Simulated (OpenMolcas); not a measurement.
# CH5Ge− (SMILES [CH3][GeH2-]): MP2/ANO-RCC-VDZP (DKH2)

Wanted: a geometry optimisation of CH5Ge−. 

The calculation is run with OpenMolcas 26.06.

2 further runs of the same task are left out: 1 that didn't finish, 1 set aside as unsound or not needed.

## (1) Starting point

CH5Ge−: 7 atoms, total charge -1, spin state singlet. SMILES: `[CH3][GeH2-]`. The shape comes from GFN2-xTB, which is rough for such elements, and wasn't checked as a minimum. The run starts from this shape.

Bond lengths: C1–Ge2 2.070 Å, C1–H3 1.097 Å, C1–H4 1.097 Å, C1–H5 1.088 Å, Ge2–H6 1.726 Å, Ge2–H7 1.726 Å. Angles: C1–Ge2–H6 92.4°, C1–Ge2–H7 92.4°, Ge2–C1–H3 110.6°, Ge2–C1–H4 110.7°, Ge2–C1–H5 114.1°, H6–Ge2–H7 89.0°, H3–C1–H4 106.5°, H3–C1–H5 107.3°, H4–C1–H5 107.3°.

## (2) A structure relaxation at MP2/ANO-RCC-VDZP (DKH2)

input.xyz reads:

```xyz
7

C     -0.242010    -0.755470    -0.159790
Ge     0.485740     0.767880     1.037310
H     -1.174740    -1.158890     0.252200
H      0.467980    -1.590230    -0.197850
H     -0.444830    -0.456510    -1.186420
H     -0.676800     1.893620     0.436940
H      1.584660     1.299600    -0.182390
```

test.input reads:

```
* CH5Ge MP2

&gateway
  coord
  input.xyz
  basis
  ANO-RCC-VDZP
  group
  NoSym
>>> EXPORT MOLCAS_MAXITER=60
>>> Do While

&seward

&scf
  charge
  -1
  prorbitals
  0

&mbpt2
  frozen
  10
  grdt

&slapaf
>>> EndDo
```

Run with:

```sh
export MOLCAS_MEM=1860
pymolcas test.input > test.log
```

Q: Predict the results. Wanted: total energy at the end; HOMO energy; LUMO energy; HOMO–LUMO gap; correlation energy.

**Answer.** As computed:

Level: MP2/ANO-RCC-VDZP (DKH2), 10 core orbitals frozen.

| quantity | value |
| --- | --- |
| total energy at the end | -2138.23906 Eh |
| HOMO energy (Hartree–Fock orbitals) | -1.81 eV |
| LUMO energy (Hartree–Fock orbitals) | 6.42 eV |
| HOMO–LUMO gap (to an unbound level, set by the basis) | 8.23 eV |
| correlation energy (10 core orbitals frozen) | -439.8 mEh |

**Reading.** At the final geometry: Bond lengths: C1–Ge2 2.050 Å, C1–H3 1.101 Å, C1–H4 1.101 Å, C1–H5 1.100 Å, Ge2–H6 1.596 Å, Ge2–H7 1.596 Å. Angles: C1–Ge2–H6 94.4°, C1–Ge2–H7 94.4°, Ge2–C1–H3 109.7°, Ge2–C1–H4 109.7°, Ge2–C1–H5 115.2°, H6–Ge2–H7 91.2°, H3–C1–H4 106.6°, H3–C1–H5 107.6°, H4–C1–H5 107.6°. The optimisation took 24 steps and changed the energy by -0.177 eV.
